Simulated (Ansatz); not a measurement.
Predict the output of the script below (the Python package of Ansatz (0.2.0)).

`run_partial.py`:
```python
"""Densities of the top valence and bottom conduction bands of MgC2."""

import itertools
import warnings

import ansatz as az
from ase import Atoms
import numpy as np

warnings.simplefilter("ignore", az.DeckWarning)

atoms = Atoms(
    ["Mg", "Mg", "C", "C", "C", "C"],
    scaled_positions=[
        (0.5, 0.5, 0.0),
        (0.0, 0.0, 0.5),
        (0.887655, 0.887655, 0.0),
        (0.612345, 0.387655, 0.5),
        (0.112345, 0.112345, 0.0),
        (0.387655, 0.612345, 0.5),
    ],
    cell=[
        (3.950777, 0.0, 0.0),
        (0.0, 3.950777, 0.0),
        (0.0, 0.0, 4.987089),
    ],
    pbc=True,
)
cell = az.Crystal.from_ase(atoms)

job = (
    cell.calculation()
    .pseudopotentials("paw")
    .kpoints(mesh=(5, 5, 4))
    .occupations("fixed")
    .band_densities([("v2", "v1"), ("c1", "c2")])
)
outcome = job.run(threads=1, backend="cpu")
rep = outcome.report
# share of each window within a sphere about each atom, summed on the grid
cell = np.asarray(outcome.lattice.cell_ang)
for names, window in zip([("v2", "v1"), ("c1", "c2")], outcome.band_densities().windows):
    density = window.outcome.density
    rho = density.channels[0].density_e_per_ang3
    axes = density.fft_grid_basis @ cell
    points = np.stack(np.meshgrid(*(np.arange(n) / n for n in rho.shape), indexing="ij"), axis=-1)
    print("bands", names, "electrons", np.round(window.outcome.n_electrons, 3), "peak", round(float(rho.max()), 3), "e/A^3")
    for index, site in enumerate(outcome.lattice.sites):
        offset = points - np.asarray(site.position_ang) @ np.linalg.inv(axes)
        offset -= np.round(offset)
        distance = np.min([np.linalg.norm((offset + image) @ axes, axis=-1) for image in itertools.product((-1, 0, 1), repeat=3)], axis=0)
        print(f"   {index} {site.symbol:2s} {100 * rho[distance < 1.2].sum() / rho.sum():5.1f} % within 1.2 A")
```

Running `python run_partial.py` prints:
```text
bands ('v2', 'v1') electrons [4.] peak 0.749 e/A^3
   0 Mg   2.8 % within 1.2 A
   1 Mg   2.8 % within 1.2 A
   2 C   26.1 % within 1.2 A
   3 C   26.2 % within 1.2 A
   4 C   26.1 % within 1.2 A
   5 C   26.2 % within 1.2 A
bands ('c1', 'c2') electrons [4.] peak 0.492 e/A^3
   0 Mg   3.4 % within 1.2 A
   1 Mg   3.2 % within 1.2 A
   2 C   16.7 % within 1.2 A
   3 C   16.7 % within 1.2 A
   4 C   16.7 % within 1.2 A
   5 C   16.7 % within 1.2 A
```

What to keep in mind:
- No functional is typed, so the default, PBE, holds.
- This cell is a computed structure, which may not be the phase found in nature.
- The windows are summed over all k-points with every state counted as full, the empty ones too; where a window cuts a degenerate level its bands share the weight. Values near the nuclei depend on the potentials. Spheres that overlap count density twice, so shares are no populations.
- Timing: 2.7 s on 1 thread of Arm Neoverse V1, with other jobs on the host, peak memory 0.37 GiB.

(Lines on the test bed's own set-up are left out of the output.)
